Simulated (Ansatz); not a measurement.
Geometry optimisation, Ansatz 0.2.0, DFT PBE, scalar-relativistic, plane waves, PAW.

The input (input.yaml):

```yaml
crystal:
  lattice:
    - [6.98, 0.0, 0.0]
    - [0.0, 6.98, 0.0]
    - [0.0, 0.0, 6.98]
  atoms:
    - { symbol: Li, position: [0.0, 0.0, 0.0] }
    - { symbol: Li, position: [0.5, 0.0, 0.0] }
    - { symbol: Li, position: [0.0, 0.5, 0.0] }
    - { symbol: Li, position: [0.0, 0.0, 0.5] }
    - { symbol: Li, position: [0.25, 0.25, 0.25] }
    - { symbol: Li, position: [0.5, 0.5, 0.0] }
    - { symbol: Li, position: [0.5, 0.0, 0.5] }
    - { symbol: Li, position: [0.75, 0.25, 0.25] }
    - { symbol: Li, position: [0.0, 0.5, 0.5] }
    - { symbol: Li, position: [0.25, 0.75, 0.25] }
    - { symbol: Li, position: [0.25, 0.25, 0.75] }
    - { symbol: Li, position: [0.5, 0.5, 0.5] }
    - { symbol: Li, position: [0.75, 0.75, 0.25] }
    - { symbol: Li, position: [0.75, 0.25, 0.75] }
    - { symbol: Li, position: [0.25, 0.75, 0.75] }
    - { symbol: Li, position: [0.75, 0.75, 0.75] }
    - { symbol: H, position: [0.00995204, 0.87460652, 0.25387362] }
basis:
  ecutwfc: 420.0
kpoints:
  mp_grid: { grid: [3, 3, 3] }
hamiltonian:
  xc: pbe
scf:
  occupations: { method: fermi_dirac, width: 0.05 }
  lower_state_search: "off"
relax:
  f_tol: 0.03
  max_steps: 60
  adjacent_minimum: "off"
output:
  write_density: true
  write_potential: true
  elf: true
  volumetric_format: npy
```

Run as:

```bash
$ ansatz run input.yaml --threads 2 --pin off --max-ram 5120MiB --backend cpu --events-out ev --progress --plain --runs-dir out
```

Where does it end, and by what steps?

It converged. The force dipped under the threshold on the way, but the program's further checks kept it going. Limits of this set-up: coarse k mesh, odd electron count without spin. After 7 steps the energy has fallen by 0.067 eV; Li5 moved furthest, 0.18 Å.

```json
{"step": "0", "energy less start (eV)": "0.0000", "largest force component (eV/Å)": "0.211", "accepted": "yes"}
{"step": "1", "energy less start (eV)": "-0.0518", "largest force component (eV/Å)": "0.097", "accepted": "yes"}
{"step": "2", "energy less start (eV)": "-0.0566", "largest force component (eV/Å)": "0.023", "accepted": "yes"}
{"step": "3", "energy less start (eV)": "-0.0595", "largest force component (eV/Å)": "0.029", "accepted": "yes"}
{"step": "4", "energy less start (eV)": "-0.0639", "largest force component (eV/Å)": "0.067", "accepted": "yes"}
{"step": "5", "energy less start (eV)": "-0.0662", "largest force component (eV/Å)": "0.068", "accepted": "yes"}
{"step": "6", "energy less start (eV)": "-0.0675", "largest force component (eV/Å)": "0.019", "accepted": "yes"}
{"step": "7", "energy less start (eV)": "-0.0675", "largest force component (eV/Å)": "0.019", "accepted": "yes"}
```

```xyz
17
Lattice="6.9800 0.0000 0.0000 0.0000 6.9800 0.0000 0.0000 0.0000 6.9800" Properties=species:S:1:pos:R:3
Li 0.001 0.024 0.160
Li 3.487 -0.050 0.058
Li 0.006 3.351 -0.108
Li 0.001 0.025 3.337
Li 1.867 1.884 1.747
Li 3.493 3.586 -0.074
Li 3.487 -0.050 3.436
Li 5.133 1.883 1.747
Li 0.006 3.351 3.606
Li 1.596 5.210 1.745
Li 1.825 1.643 5.236
Li 3.492 3.589 3.568
Li 5.400 5.211 1.746
Li 5.164 1.650 5.236
Li 1.694 5.286 5.233
Li 5.298 5.284 5.234
H 0.001 6.107 1.746
```

Whether the end is a true minimum wasn't checked by a vibrational analysis.

Time of the run: 39 s on 2 threads of Intel(R) Xeon(R) 6975P-C (Granite Rapids), on a shared host, peak memory 0.68 GiB.
